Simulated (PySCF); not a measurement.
**RbCd: from the state search to spectroscopic constants**

One job finds the state of RbCd, follows it along the bond with each method and fits the curves.

Computed with PySCF 2.14.0. Level: Rb def2-SVP with ECP28, Cd def2-SVP with ECP28, scalar-relativistic core potentials.

## Step 1: Set-up

A driver script around PySCF takes these settings:

```yaml
atoms: Rb, Cd
charge: 0
basis: Rb def2-SVP with ECP28, Cd def2-SVP with ECP28
Hamiltonian: scalar-relativistic core potentials
basis_functions: 55
electrons_treated: 29
masses_in_u: 84.9118, 113.9034
levels: PBE0, PBE, r²SCAN, TPSS, PBEsol, B97-3, HF, MP2, SCS-MP2
grid: 80 radial by 434 angular points
occupations: held fixed by the projection of orbital angular momentum
dissociation_limit: Rb + Cd, each in its ground configuration
starting_distance_in_angstrom: 3.460
values_of_2S_to_try: 1, 3
```

Launch:

```sh
$ OMP_NUM_THREADS=1 python dia.py task.json out
```

Further steps of the session: The PBE0 curve of the state that the search chose; Excited determinants; PBE; r²SCAN (meta-GGA); TPSS; PBEsol; B97-3; UHF (mean field).

Q: Predict the outcome of this session. Wanted: for each run, Re; ωe; De; μ.

**Answer**, as computed:

Lowest PBE0 solution found, without spin–orbit coupling: ²Σ⁺ (doublet), unpaired electrons σ ↑. State 3 has its PBE0 minimum 3.59 eV higher. The other levels ran on the lowest alone.

| level | Re (Å) | ωe (cm⁻¹) | De (eV) | μ (D) |
| --- | --- | --- | --- | --- |
| UHF-MP2 | 4.965 | 11.1 | 0.031 | n/a |
| PBE | 4.099 | 35.1 | 0.101 | -1.05 |
| PBEsol | 3.976 | 39.3 | 0.127 | -1.15 |
| TPSS | 4.138 | 33.2 | 0.089 | -1.01 |
| r²SCAN | 4.077 | 35.6 | 0.099 | -1.27 |
| PBE0 | 4.178 | 31.3 | 0.076 | -0.86 |
| B97-3 | 4.232 | 32.6 | 0.054 | -0.62 |

De is counted to Rb + Cd in their ground configurations. A positive dipole means Rb(−)Cd(+). No constants: UHF (no minimum is bracketed among the points kept); UHF-SCS-MP2 (no minimum is bracketed among the points kept).

**Reading.** Bond lengths run from 3.976 Å (PBEsol) to 4.965 Å (UHF-MP2). Of the levels with a De here, UHF-MP2 gives the least (0.031 eV) and PBEsol the most (0.127 eV).

The bond is weak, and basis-set superposition, which was not computed, may be a sizeable part of it. Spin–orbit coupling is left out.
